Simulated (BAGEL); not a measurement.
# UHF/3-21G (density fitting with qzvpp-jkfit) run of C3H6B (SMILES BC1[CH]C1)

What is the energy change on altering one bond length of C3H6B at UHF/3-21G (density fitting with qzvpp-jkfit)? 

Program for the calculation: BAGEL 1.2.2.

1 further run of the same task is left out (set aside as unsound or not needed).

### 1 The system as given

C3H6B has 10 atoms, charge 0, and is taken as a doublet. As SMILES, `BC1[CH]C1`. Geometry: relaxed at GFN2-xTB.

Bond lengths: B1–C2 1.539 Å, C2–C3 1.481 Å, C2–C4 1.553 Å, C3–C4 1.443 Å, B1–H5 1.170 Å, B1–H6 1.169 Å, C2–H7 1.091 Å, C3–H8 1.070 Å, C4–H9 1.087 Å, C4–H10 1.081 Å. Some angles: B1–C2–C3 122.2°, B1–C2–C4 117.7°, C3–C2–C4 56.7°, C2–C3–C4 64.1°, C2–C4–C3 59.1°, B1–C2–H7 117.0°, C3–C2–H7 113.9°, C4–C2–H7 115.6°, C2–B1–H5 120.0°, C2–B1–H6 119.7°.

### 2 A single-point energy at UHF/3-21G (density fitting with qzvpp-jkfit)

hf.json reads:

```json
{ "bagel" : [

{
  "title" : "molecule",
  "basis" : "3-21g",
  "df_basis" : "qzvpp-jkfit",
  "angstrom" : true,
  "geometry" : [
    { "atom" : "B", "xyz" : [   -1.238520,    0.713360,   -0.664790 ] },
    { "atom" : "C", "xyz" : [   -0.093710,   -0.285440,   -0.421400 ] },
    { "atom" : "C", "xyz" : [    0.126200,   -0.927700,    0.895100 ] },
    { "atom" : "C", "xyz" : [    1.037580,    0.138170,    0.554730 ] },
    { "atom" : "H", "xyz" : [   -1.742870,    0.778820,   -1.718020 ] },
    { "atom" : "H", "xyz" : [   -1.590860,    1.413990,    0.201750 ] },
    { "atom" : "H", "xyz" : [    0.219760,   -0.896260,   -1.269290 ] },
    { "atom" : "H", "xyz" : [    0.297680,   -1.961880,    1.110710 ] },
    { "atom" : "H", "xyz" : [    2.069370,   -0.079550,    0.291380 ] },
    { "atom" : "H", "xyz" : [    0.915360,    1.106510,    1.019820 ] }
  ]
},
{ "title" : "uhf", "charge" : 0, "nopen" : 1 },
{ "title" : "print", "file" : "orbitals.molden", "orbitals" : true }

]}
```

Run with:

```
$ BAGEL_NUM_THREADS=1 BAGEL hf.json > hf.out
```

Output:

```text
* using 1 threads per process

  ===============================================================
  ===============================================================

  *** Geometry ***

  { "atom" : "B", "xyz" : [     -2.340464,      1.348055,     -1.256271 ] },
  { "atom" : "C", "xyz" : [     -0.177086,     -0.539403,     -0.796331 ] },
  { "atom" : "C", "xyz" : [      0.238483,     -1.753099,      1.691494 ] },
  { "atom" : "C", "xyz" : [      1.960742,      0.261103,      1.048288 ] },
  { "atom" : "H", "xyz" : [     -3.293547,      1.471757,     -3.246587 ] },
  { "atom" : "H", "xyz" : [     -3.006290,      2.672054,      0.381252 ] },
  { "atom" : "H", "xyz" : [      0.415286,     -1.693686,     -2.398610 ] },
  { "atom" : "H", "xyz" : [      0.562534,     -3.707416,      2.098938 ] },
  { "atom" : "H", "xyz" : [      3.910543,     -0.150328,      0.550628 ] },
  { "atom" : "H", "xyz" : [      1.729780,      2.091001,      1.927180 ] },

  Number of auxiliary basis functions:      408

  Since a DF basis is specified, we compute 2- and 3-index integrals:
    o Being stored without compression. Storage requirement is 0.008 GB

  Number of basis functions:       48
  Number of electrons      :       29

    * METHOD: MOLECULE                             0.10

  *** Open-shell HF ***

  === Nuclear Repulsion ===
   101.1624984288

      * DIIS with orbital gradients will be used.

  === UHF iteration (3-21g) ===
      0       -140.79049393          0.03394085           0.03
      1       -140.85830120          0.00918657           0.03
      2       -140.86603981          0.00389031           0.03
      3       -140.86743293          0.00147920           0.03
      4       -140.86792690          0.00035109           0.03
      5       -140.86803706          0.00011173           0.03
      6       -140.86806038          0.00003995           0.03
      7       -140.86806941          0.00002228           0.03
      8       -140.86807457          0.00000749           0.03
      9       -140.86807511          0.00000293           0.03
     10       -140.86807518          0.00000115           0.03
     11       -140.86807520          0.00000049           0.03
     12       -140.86807520          0.00000028           0.03
     13       -140.86807520          0.00000017           0.03
     14       -140.86807520          0.00000009           0.03
     15       -140.86807520          0.00000006           0.03
     16       -140.86807520          0.00000003           0.03
     17       -140.86807520          0.00000002           0.03
     18       -140.86807520          0.00000001           0.03
    * SCF iteration converged.

    * S^2 (UHF) is 0.7613

    * Permanent dipole moment:
           (   -0.420228,     0.224109,     0.012780) a.u.

    * METHOD: UHF                                  0.59

    * METHOD: PRINT                                0.00

  ===============================================================
```

It took 0.92 s on 1 thread of Arm Neoverse V2, shared host; peak memory 0.081 GiB.

### 3 The distorted shape, same level

input.json reads:

```json
{ "bagel": [

{
  "title": "molecule",
  "basis": "3-21g",
  "df_basis": "qzvpp-jkfit",
  "angstrom": true,
  "geometry": [
    { "atom": "B", "xyz": [   -1.444290,    1.954341,   -0.923515 ] },
    { "atom": "C", "xyz": [   -0.299480,    0.955541,   -0.680125 ] },
    { "atom": "C", "xyz": [   -0.079570,    0.313281,    0.636375 ] },
    { "atom": "C", "xyz": [    0.831810,    1.379151,    0.296005 ] },
    { "atom": "H", "xyz": [   -1.948640,    2.019801,   -1.976745 ] },
    { "atom": "H", "xyz": [   -1.796630,    2.654971,   -0.056975 ] },
    { "atom": "H", "xyz": [    0.013990,    0.344721,   -1.528015 ] },
    { "atom": "H", "xyz": [    0.297680,   -1.961880,    1.110710 ] },
    { "atom": "H", "xyz": [    1.863600,    1.161431,    0.032655 ] },
    { "atom": "H", "xyz": [    0.709590,    2.347491,    0.761095 ] }
  ]
},
{ "title": "uhf", "nopen": 1 },
{ "title": "print", "file": "orbitals.molden", "orbitals": true }

]}
```

Run with:

```
$ BAGEL_NUM_THREADS=1 BAGEL input.json > input.out
```

Output:

```text
* using 1 threads per process

  ===============================================================
  ===============================================================

  *** Geometry ***

  { "atom" : "B", "xyz" : [     -2.729313,      3.693169,     -1.745190 ] },
  { "atom" : "C", "xyz" : [     -0.565935,      1.805711,     -1.285250 ] },
  { "atom" : "C", "xyz" : [     -0.150366,      0.592015,      1.202574 ] },
  { "atom" : "C", "xyz" : [      1.571893,      2.606218,      0.559368 ] },
  { "atom" : "H", "xyz" : [     -3.682396,      3.816871,     -3.735507 ] },
  { "atom" : "H", "xyz" : [     -3.395139,      5.017168,     -0.107667 ] },
  { "atom" : "H", "xyz" : [      0.026437,      0.651428,     -2.887530 ] },
  { "atom" : "H", "xyz" : [      0.562534,     -3.707416,      2.098938 ] },
  { "atom" : "H", "xyz" : [      3.521694,      2.194787,      0.061709 ] },
  { "atom" : "H", "xyz" : [      1.340931,      4.436115,      1.438261 ] },

  Number of auxiliary basis functions:      408

  Since a DF basis is specified, we compute 2- and 3-index integrals:
    o Being stored without compression. Storage requirement is 0.008 GB

  Number of basis functions:       48
  Number of electrons      :       29

    * METHOD: MOLECULE                             0.10

  *** Open-shell HF ***

  === Nuclear Repulsion ===
    98.2187292226

      * DIIS with orbital gradients will be used.

  === UHF iteration (3-21g) ===
      0       -140.60244831          0.03174182           0.03
      1       -140.68506520          0.00982043           0.03
      2       -140.70747344          0.00464492           0.03
      3       -140.71580416          0.00212359           0.03
      4       -140.72064946          0.00060142           0.03
      5       -140.72251844          0.00037467           0.03
      6       -140.72350137          0.00032583           0.03
      7       -140.72449794          0.00028961           0.03
      8       -140.72608264          0.00016340           0.03
      9       -140.72629657          0.00007997           0.03
     10       -140.72633736          0.00004922           0.03
     11       -140.72635079          0.00002874           0.03
     12       -140.72635159          0.00001822           0.03
     13       -140.72635176          0.00001043           0.03
     14       -140.72635181          0.00000557           0.03
     15       -140.72635183          0.00000142           0.03
     16       -140.72635183          0.00000063           0.03
     17       -140.72635183          0.00000038           0.03
     18       -140.72635183          0.00000018           0.03
     19       -140.72635183          0.00000009           0.03
     20       -140.72635183          0.00000005           0.03
     21       -140.72635183          0.00000004           0.03
     22       -140.72635183          0.00000002           0.03
     23       -140.72635183          0.00000001           0.03
     24       -140.72635183          0.00000001           0.03
    * SCF iteration converged.

    * S^2 (UHF) is 1.2736

    * Permanent dipole moment:
           (   -0.469534,    -0.360639,     0.297030) a.u.

    * METHOD: UHF                                  0.78

    * METHOD: PRINT                                0.00

  ===============================================================
```

Run time: 1.1 s. Hardware: 1 thread of Arm Neoverse V2, shared host; peak memory 0.081 GiB.

### 4 Outcome

Level: UHF/3-21G (density fitting with qzvpp-jkfit).

| quantity | value |
| --- | --- |
| first shape: total energy | -140.86808 Eh |
| first shape: dipole moment | 1.21 D |
| first shape: ⟨S²⟩ | 0.761 |
| distorted shape: total energy | -140.72635 Eh |
| distorted shape: dipole moment | 1.68 D |
| distorted shape: ⟨S²⟩ | 1.274 |
| energy change with the C3–H8 bond stretched from 1.070 to 2.354 Å | 3.856 eV |

**Reading.** With the C3–H8 bond stretched from 1.070 to 2.354 Å the energy rises by 3.86 eV (89 kcal/mol). The first shape isn't relaxed at this level, so the change isn't measured from a minimum. ⟨S²⟩ (distorted shape) is 1.27 where a pure doublet has 0.75: the reference is spin-contaminated.
